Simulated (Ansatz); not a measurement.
# BrH3NOSi: rigid scan of one bond length from a Python script

The task is a rigid scan of one bond length, for BrH3NOSi. SMILES: N[Si](O)Br.

Computed with Ansatz 0.2.0, driven from Python. Level of theory: Hartree-Fock/def2-SVP.

## (1) The system

Bond lengths: N1–Si2 1.634 Å, Si2–O3 1.644 Å, Si2–Br4 2.140 Å, N1–H5 1.020 Å, N1–H6 1.042 Å, O3–H7 0.961 Å. Angles: N1–Si2–O3 99.4°, N1–Si2–Br4 107.5°, O3–Si2–Br4 104.6°, Si2–N1–H5 112.3°, Si2–N1–H6 111.8°, H5–N1–H6 102.5°, Si2–O3–H7 117.2°.

Input file brh3nosi.xyz:

```xyz
7

N    -0.39010    1.21290    0.04850
Si    0.24990   -0.05650    0.85320
O     1.22840   -0.65510   -0.32390
Br   -1.29270   -1.52380    1.07200
H     0.27230    1.62950   -0.60550
H    -1.16980    0.91990   -0.57730
H     1.16320   -1.59490   -0.51260
```

## (2) Script

scan.py

```python
"""Potential curve of BrH3NOSi along one bond."""

import warnings

import ansatz as az
import numpy as np

BASIS = "def2-SVP"
XC = "HF"


def main() -> None:
    warnings.simplefilter("ignore", az.DeckWarning)

    brh3nosi = az.Crystal.molecule_from_extxyz("brh3nosi.xyz")

    symbols = [site.symbol for site in brh3nosi.cartesian_sites]
    start = np.array([site.position_ang for site in brh3nosi.cartesian_sites])
    axis = (start[0] - start[1]) / np.linalg.norm(start[0] - start[1])
    moving = [0, 4, 5]
    lengths, energies = [1.438, 1.503, 1.568, 1.634, 1.699, 1.764, 1.83, 1.928], []
    for length in lengths:
        xyz = start.copy()
        xyz[moving] += (length - np.linalg.norm(start[0] - start[1])) * axis
        point = az.Crystal.molecule()
        for symbol, place in zip(symbols, xyz):
            point = point.atom(symbol, place.tolist())
        job = (
            point.calculation()
            .basis(gaussian=BASIS)
            .functional(XC)
            .spin("collinear", total=1)  # two spin channels
        )
        rep = job.run().report
        energies.append(rep["free_energy_ev"])
        print(f"r = {length:6.3f} A  E = {energies[-1]:.5f} eV  <S^2> = {abs(rep['mean_field']['state']['spin_squared']):.3f}")

    # quartic fit about the minimum
    fit = np.polynomial.Polynomial.fit(lengths, np.array(energies) - min(energies), 4).convert()
    roots = [r.real for r in fit.deriv().roots() if abs(r.imag) < 1e-9 and fit.deriv(2)(r.real) > 0]
    r_e = min(roots, key=lambda r: abs(r - lengths[int(np.argmin(energies))]))
    print(f"minimum of the fit at {r_e:.4f} A, force constant {fit.deriv(2)(r_e):.2f} eV/A^2")


if __name__ == "__main__":
    main()
```

## (3) The input behind the calls

The engine receives this input (first run):

```yaml
crystal:
  periodic: [false, false, false]
  atoms:
    - { symbol: "N", position_ang: [-0.31348302209991585, 1.060935012896302, 0.14483387830655892] }
    - { symbol: Si, position_ang: [0.2499, -0.0565, 0.8532] }
    - { symbol: O, position_ang: [1.2284, -0.6551, -0.3239] }
    - { symbol: Br, position_ang: [-1.2927, -1.5238, 1.072] }
    - { symbol: H, position_ang: [0.34891697790008414, 1.4775350128963018, -0.5091661216934411] }
    - { symbol: H, position_ang: [-1.093183022099916, 0.767935012896302, -0.4809661216934411] }
    - { symbol: H, position_ang: [1.1632, -1.5949, -0.5126] }
basis:
  gaussian:
    orbitals: def2-SVP
hamiltonian:
  xc: hf
magnetization:
  spin_polarized: true
  initial_magnetization: 1.0
```

## (4) Launch

Launch:

```
python scan.py
```

Output:

```text
r =  1.438 A  E = -81413.30672 eV  <S^2> = 0.753
r =  1.503 A  E = -81414.29561 eV  <S^2> = 0.753
r =  1.568 A  E = -81414.92671 eV  <S^2> = 0.753
r =  1.634 A  E = -81415.29582 eV  <S^2> = 0.753
r =  1.699 A  E = -81415.46172 eV  <S^2> = 0.753
r =  1.764 A  E = -81415.48372 eV  <S^2> = 0.753
r =  1.830 A  E = -81415.39898 eV  <S^2> = 0.754
r =  1.928 A  E = -81415.13790 eV  <S^2> = 0.755
minimum of the fit at 1.7427 A, force constant 26.61 eV/A^2
```

It took 19 s on 1 thread of Arm Neoverse V1, shared host; peak memory 0.3 GiB.

## (5) What changed from run to run

The engine's inputs for some of the other runs:

Run 2, against run 1:

```diff
@@ -4 +4 @@
-    - { symbol: "N", position_ang: [-0.31348302209991585, 1.060935012896302, 0.14483387830655892] }
+    - { symbol: "N", position_ang: [-0.33894887497647674, 1.1114449404611557, 0.1128145473537956] }
@@ -8,2 +8,2 @@
-    - { symbol: H, position_ang: [0.34891697790008414, 1.4775350128963018, -0.5091661216934411] }
-    - { symbol: H, position_ang: [-1.093183022099916, 0.767935012896302, -0.4809661216934411] }
+    - { symbol: H, position_ang: [0.32345112502352324, 1.5280449404611556, -0.5411854526462044] }
+    - { symbol: H, position_ang: [-1.1186488749764767, 0.8184449404611556, -0.5129854526462044] }
```

Run 3, against run 1:

```diff
@@ -4 +4 @@
-    - { symbol: "N", position_ang: [-0.31348302209991585, 1.060935012896302, 0.14483387830655892] }
+    - { symbol: "N", position_ang: [-0.36441472785303763, 1.1619548680260094, 0.08079521640103218] }
@@ -8,2 +8,2 @@
-    - { symbol: H, position_ang: [0.34891697790008414, 1.4775350128963018, -0.5091661216934411] }
-    - { symbol: H, position_ang: [-1.093183022099916, 0.767935012896302, -0.4809661216934411] }
+    - { symbol: H, position_ang: [0.29798527214696235, 1.5785548680260093, -0.5732047835989679] }
+    - { symbol: H, position_ang: [-1.1441147278530377, 0.8689548680260094, -0.5450047835989679] }
```

Run 4, against run 1:

```diff
@@ -4 +4 @@
-    - { symbol: "N", position_ang: [-0.31348302209991585, 1.060935012896302, 0.14483387830655892] }
+    - { symbol: "N", position_ang: [-0.39027236308154556, 1.2132418713995532, 0.04828328035668797] }
@@ -8,2 +8,2 @@
-    - { symbol: H, position_ang: [0.34891697790008414, 1.4775350128963018, -0.5091661216934411] }
-    - { symbol: H, position_ang: [-1.093183022099916, 0.767935012896302, -0.4809661216934411] }
+    - { symbol: H, position_ang: [0.27212763691845443, 1.629841871399553, -0.6057167196433121] }
+    - { symbol: H, position_ang: [-1.1699723630815455, 0.920241871399553, -0.5775167196433121] }
```

Lines on the test bed's own set-up are left out of the output.

## (6) What each run gave

One row for each of the 8 runs:

```
run  distance (Å)  energy from run 6 (eV)  <S²>  SCF cycles  CPU time (s)
  1          1.44                  2.1770  0.75          12           2.1
  2          1.50                  1.1881  0.75          12           2.1
  3          1.57                  0.5570  0.75          12             2
  4          1.63                  0.1879  0.75          12             2
  5          1.70                  0.0220  0.75          15           2.2
  6          1.76                  0.0000  0.75          15           2.1
  7          1.83                  0.0847  0.75          22           3.1
  8          1.93                  0.3458  0.75          38           3.2
```

## (7) Results

| quantity | value |
| --- | --- |
| bond length at the fit's minimum | 1.7427 Å |
| runs compared | 8 |
| range of energy | 2.177 eV |
| lowest point, distance (Å) | 1.76 |

What this shows: The lowest point, at 1.76, lies inside the range. The ends stand 2.18 and 0.346 eV above it. The distance scanned is the script's pair 1, 0. Notes:
- The rest of the molecule is held rigid at a force-field or estimated start geometry, and the basis set is modest; single-reference methods fail as a bond breaks.
- The species is open-shell (spin multiplicity 2).
